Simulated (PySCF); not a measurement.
# C4H4Si (SMILES C#C[SiH2]C#C): levels of theory compared

Wanted: a comparison of 6 runs (HF/3-21G, BHLYP/cc-pVDZ, BLYP/cc-pVDZ, M06-2X/cc-pVDZ, TPSS/cc-pVDZ, r2SCAN/cc-pVDZ) of C4H4Si. 

Program for the calculation: PySCF 2.14.0.

3 further runs of the same task are left out: 3 set aside as unsound or not needed.

## 1. The structure to begin with

C4H4Si: 9 atoms, total charge 0, spin state singlet. As SMILES, `C#C[SiH2]C#C`. The coordinates come from a PBE0-D4/def2-TZVP relaxation.

Bond lengths: C1–C2 1.205 Å, C2–Si3 1.821 Å, Si3–C4 1.821 Å, C4–C5 1.206 Å, C1–H6 1.066 Å, Si3–H7 1.481 Å, Si3–H8 1.481 Å, C5–H9 1.066 Å. Angles: C1–C2–Si3 179.3°, C2–Si3–C4 109.7°, Si3–C4–C5 179.3°, C2–C1–H6 179.8°, C2–Si3–H7 109.3°, C2–Si3–H8 109.3°, C4–Si3–H7 109.3°, C4–Si3–H8 109.3°, C4–C5–H9 179.8°, H7–Si3–H8 109.9°.

## 2. A single-point energy at HF/3-21G (run 1)

Contents of calc.py:

```python
from pyscf import gto, scf

molecule = gto.M(
    atom='''
C      3.753185    -0.128501     3.199306
C      2.352709    -0.601311     1.466050
Si     0.263617    -1.348887    -1.164827
C     -2.367638     0.868518    -1.225298
C     -4.120737     2.321906    -1.288226
H      4.988121     0.294041     4.733953
H      1.693384    -1.155379    -3.563646
H     -0.726789    -3.948205    -0.850566
H     -5.668800     3.609944    -1.339060
''',
    unit='bohr',
    basis='3-21g',
    verbose=3,
    max_memory=1860,
    spin=0,
)

mf = scf.RHF(molecule)
mf.conv_tol = 1e-10
mf.kernel()
if not mf.converged:
    mf = mf.newton().run(mf.mo_coeff, mf.mo_occ)

e_final = mf.e_tot
print('E = %.10f Eh' % e_final)
```

Command:

```bash
OMP_NUM_THREADS=1 python calc.py
```

The program printed:

```text
converged SCF energy = -440.24245297187
E = -440.2424529719 Eh
```

Run time: 0.87 s. Hardware: 1 thread of Intel Xeon at 2.70GHz, shared host; peak memory 0.11 GiB.

## 3. A single-point energy at BHLYP/cc-pVDZ (run 2)

Contents of job.py:

```python
from pyscf import gto, dft

mol = gto.M(
    atom=[
    ('C', (1.986100, -0.068000, 1.693000)),
    ('C', (1.245000, -0.318200, 0.775800)),
    ('Si', (0.139500, -0.713800, -0.616400)),
    ('C', (-1.252900, 0.459600, -0.648400)),
    ('C', (-2.180600, 1.228700, -0.681700)),
    ('H', (2.639600, 0.155600, 2.505100)),
    ('H', (0.896100, -0.611400, -1.885800)),
    ('H', (-0.384600, -2.089300, -0.450100)),
    ('H', (-2.999800, 1.910300, -0.708600)),
],
    max_memory=1860,
    charge=0,
    basis='cc-pvdz',
    spin=0,
    verbose=3,
)

mf = dft.RKS(mol)
mf.xc = 'bhandhlyp'
mf.conv_tol = 1e-10
mf.grids.level = 5
mf.kernel()
if not mf.converged:
    mf = mf.newton().run(mf.mo_coeff, mf.mo_occ)

energy = mf.e_tot
print('E = %.10f Eh' % energy)
```

Command:

```bash
OMP_NUM_THREADS=1 python job.py
```

The program printed:

```text
converged SCF energy = -444.099872106754
E = -444.0998721068 Eh
```

Run time: 23 s. Hardware: 1 thread of Intel Xeon at 2.70GHz, shared host; peak memory 0.48 GiB.

Runs 3 to 5 aren't shown in full; the table further down has their settings and results.

## 4. The energy at r2SCAN/cc-pVDZ (run 6)

Contents of start.xyz:

```xyz
9
C4H4Si
C      1.986100    -0.068000     1.693000
C      1.245000    -0.318200     0.775800
Si     0.139500    -0.713800    -0.616400
C     -1.252900     0.459600    -0.648400
C     -2.180600     1.228700    -0.681700
H      2.639600     0.155600     2.505100
H      0.896100    -0.611400    -1.885800
H     -0.384600    -2.089300    -0.450100
H     -2.999800     1.910300    -0.708600
```

Contents of calc.py:

```python
from pyscf import gto, dft

molecule = gto.M(
    atom='start.xyz',
    max_memory=1860,
    basis='cc-pvdz',
    verbose=4,
    spin=0,
)

mf = dft.RKS(molecule)
mf.xc = 'r2scan'
mf.grids.level = 5
mf.conv_tol = 1e-10
mf.kernel()
if not mf.converged:
    mf = mf.newton().run(mf.mo_coeff, mf.mo_occ)

etot = mf.e_tot
print(f'total energy: {etot:.8f} hartree')
```

Command:

```bash
OMP_NUM_THREADS=1 python calc.py
```

The program printed:

```text
PySCF version 2.14.0

[... 82 lines left out ...]
converged SCF energy = -444.068713676746
total energy: -444.06871368 hartree
```

It took 44 s on 1 thread of Intel Xeon at 2.70GHz, shared host; peak memory 0.53 GiB.

## 5. The series

| run | level | integration grid | energy (Eh) | dipole moment (D) | HOMO energy (eV) | LUMO energy (eV) | wall time |
| --- | --- | --- | --- | --- | --- | --- | --- |
| 1 | HF/3-21G | – | -440.242453 | 0.69 | -10.82 | 3.91 | 0.87 s |
| 2 | BHLYP/cc-pVDZ | 5 | -444.099872 | 0.58 | -9.14 | 0.93 | 23 s |
| 3 | BLYP/cc-pVDZ | 5 | -444.125869 | 0.53 | -6.65 | -0.90 | 32 s |
| 4 | M06-2X/cc-pVDZ | 5 | -444.112408 | 0.52 | -9.29 | 0.76 | 38 s |
| 5 | TPSS/cc-pVDZ | 5 | -444.253063 | 0.58 | -6.91 | -0.93 | 44 s |
| 6 | r2SCAN/cc-pVDZ | 5 | -444.068714 | 0.58 | -7.15 | -0.95 | 44 s |

## 6. What came out

| quantity | value |
| --- | --- |
| run 6: total energy | -444.06871 Eh |
| run 6: dipole moment | 0.58 D |
| run 6: HOMO energy | -7.15 eV |
| run 6: LUMO energy | -0.95 eV |
| run 6: HOMO–LUMO gap | 6.20 eV |

In words: The dipole moment (its size) runs from 0.52 D (M06-2X/cc-pVDZ) to 0.69 D (HF/3-21G). The two ends differ in method and basis. The HOMO–LUMO gap runs from 5.75 eV (BLYP/cc-pVDZ) to 14.73 eV (HF/3-21G). Totals of different functionals can't be ranked against each other. All runs together took 3 min, the longest 44 s.
